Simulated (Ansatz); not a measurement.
# CHNSe (SMILES N#C[SeH]): functionals against CCSD(T) at one geometry

One table from this session's results is given with a row withheld; the runs are named, their logs left out.

Computed with Ansatz 0.2.0, Gaussian basis. Level: single points in def2-TZVPP.

Correlated methods freeze the cores. Filled d shells of the heavier atoms are correlated.

## The system as given

SMILES `N#C[SeH]`, 4 atoms, charge 0, spin multiplicity 1.

Atoms are counted from 1 here; the program's logs count them from 0.

Bond lengths: N1–C2 1.269 Å, C2–Se3 1.870 Å, Se3–H4 1.582 Å. Angles: N1–C2–Se3 171.7°, C2–Se3–H4 90.2°.

As a file:

```xyz
4

N     1.0221   -0.3212    1.5993
C     0.4460   -0.2453    0.4707
Se   -0.4310   -0.4011   -1.1741
H    -1.1577    0.9810   -0.9224
```

Set-up of the first run:

run/in.yaml reads:

```yaml
crystal:
  periodic: [false, false, false]
  atoms:
    - {symbol: N, position_ang: [1.022100, -0.321200, 1.599300]}
    - {symbol: C, position_ang: [0.446000, -0.245300, 0.470700]}
    - {symbol: Se, position_ang: [-0.431000, -0.401100, -1.174100]}
    - {symbol: H, position_ang: [-1.157700, 0.981000, -0.922400]}
basis:
  gaussian: {orbitals: def2-TZVPP}
correlation: {method: ccsd_t}
output: {forces: true}
```

No record of the launch command was kept for these runs.

Among the steps run: CCSD(T)/def2-TZVPP; PBE0-D4/def2-TZVPP; wB97M-V/def2-TZVPP; r2SCAN-D4/def2-TZVPP; PBE-D4/def2-TZVPP; BHLYP-D4/def2-TZVPP; B97M-V/def2-TZVPP.

One table of the session follows, with a row left open; its other results are not shown here.

```
   method  RMS force component (eV/Å)  angle to CCSD(T) forces (°)  dipole (D)
  CCSD(T)                       3.288                    reference        3.68
  PBE0-D4                       3.871                          3.1        3.93
  wB97M-V                           ?                            ?           ?
r2SCAN-D4                       3.543                          2.8        3.90
   PBE-D4                       3.175                          2.7        3.83
 BHLYP-D4                       4.578                          3.2        4.08
   B97M-V                       3.752                          3.1        3.81
```

**Question.** Estimate the row for wB97M-V.

As computed: RMS force component (eV/Å): 4.100; angle to CCSD(T) forces (°): 2.6; dipole (D): 3.94. In the column «RMS force component (eV/Å)» it lies between PBE0-D4 (3.871) and BHLYP-D4 (4.578).
